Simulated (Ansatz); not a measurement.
# GaSiHO (triplet): from Hartree-Fock to the top rungs, cc-pVDZ

The task here is to estimate one member of a computed series from the others.

Program: Ansatz 0.2.0, Gaussian basis. Level of theory: cc-pVDZ, core rule «outside noble gas», up to 20 orbitals frozen. These are calculated values, not measurements.

The runs, in order: UHF; CCSD(T) on ROHF; CCSD(T) on UHF; BCCD(T) on ROHF; CISD; CCSDT(Q) on ROHF; CCSDT(Q) on UHF; CASSCF and MRCISD+Q, 10 electrons in 10 orbitals; CASSCF and NEVPT2, 10 electrons in 10 orbitals.

23 further runs of the same task are left out: 2 for a known fault of the program, 15 that didn't finish, 6 set aside as unsound or not needed.

### What is computed

The geometry is a PBE0/def2-TZVP stationary point (not a proven minimum) of the parent state, kept for this charge and spin. No spin-orbit coupling is included. The filled d shell of Ga may be among the frozen orbitals whatever the setting's name suggests; the logs give the count.

4 atoms, charge 0, spin multiplicity 3.

Atoms are counted from 1 here; the program's logs count them from 0.

Bond lengths: O1–Ga2 1.730 Å, O1–H4 0.950 Å, Ga2–Si3 2.335 Å. Angles: Ga2–O1–H4 180.0°, O1–Ga2–Si3 180.0°.

Set-up of the first run:

in.yaml

```yaml
crystal:
  periodic: [false, false, false]
  atoms:
    - {symbol: O, position_ang: [0.000000, 0.000000, 1.211275]}
    - {symbol: Ga, position_ang: [0.000000, 0.000000, -0.518425]}
    - {symbol: Si, position_ang: [0.000000, 0.000000, -2.853625]}
    - {symbol: H, position_ang: [0.000000, 0.000000, 2.160775]}
basis:
  gaussian: {orbitals: cc-pVDZ}
magnetization: {spin_polarized: true, initial_magnetization: 2}
hamiltonian: {xc: hf}
output: {orbitals: {seedname: orbitals}}
```

Run with:

```console
> ansatz run in.yaml --threads 1 --pin off --events-out ev --progress --plain --max-ram 2393MiB
```

Among the steps run: UHF; CCSD(T) on ROHF; CCSD(T) on UHF; BCCD(T) on ROHF; CISD; CCSDT(Q) on ROHF; CCSDT(Q) on UHF; CASSCF and MRCISD+Q, 10 electrons in 10 orbitals; CASSCF and NEVPT2, 10 electrons in 10 orbitals.

One table of the session follows, with a row left open; its other results are not shown here.

```
           method  from UCCSDT(Q) (kcal/mol)
             ROHF                    +213.57
              UHF                          ?
             RMP2                     +23.48
             UMP2                     +24.33
            RCCSD                      +7.92
            UCCSD                      +7.83
         RCCSD(T)                      +1.62
         UCCSD(T)                      +1.63
          BCCD(T)                      +1.53
           RCCSDT                      +0.75
           UCCSDT                      +0.73
        RCCSDT(Q)                      +0.10
        UCCSDT(Q)                          0
  CASSCF frontier                    +131.59
  NEVPT2 frontier                     +35.39
  MRCISD frontier                     +14.44
MRCISD+Q frontier                      +2.25
```

**Question.** Estimate the row for UHF.

The run gave: from UCCSDT(Q) (kcal/mol): +210.76. In the column «from UCCSDT(Q) (kcal/mol)» it lies between CASSCF frontier (+131.59) and ROHF (+213.57).

Not comparable, so not listed: CISD (they don't share determinant, frozen orbitals or solution with the rows shown, or repeat one).

Limits of these values: Restricted and unrestricted rows rest on different reference determinants; where their highest levels disagree by more than a few hundredths of an eV, they describe different states and don't form one ladder.
